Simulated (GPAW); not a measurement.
The system is BiS.

```xyz
2
Lattice="2.1093 1.2178 3.5005 -2.1093 1.2178 3.5005 0.0000 -2.4356 3.5005" Properties=species:S:1:pos:R:3 pbc="T T T"
Bi    0.0000    0.0000    0.0000
S     0.0000    0.0000    5.2507
```

The cell was built by a generator and needn't be a form met in nature.

Base run:

* Program: GPAW 26.7.0
* Functional: PBEsol
* Potentials or basis: PAW data sets generated in the run's folder for this functional
* Cutoff: 600 eV
* Basis: pw
* k mesh: 8 × 8 × 8
* Occupations: fermi-dirac, width 0.05 eV
* Spin: no spin polarisation

Its results: band gap on the k mesh none (metal or under the smearing width); pressure -4.3 GPa.

The run is repeated on the same cell with these changes: functional from PBEsol to PW91. What comes out?

Band gap on the k mesh none (metal or under the smearing width); pressure -1.5 GPa.

PW91 binds less tightly than PBEsol, so the same cell stands under more pressure.

Caveats: spin-orbit coupling is left out, which moves the levels of the heavy elements.

Not every run made on this cell is shown here.
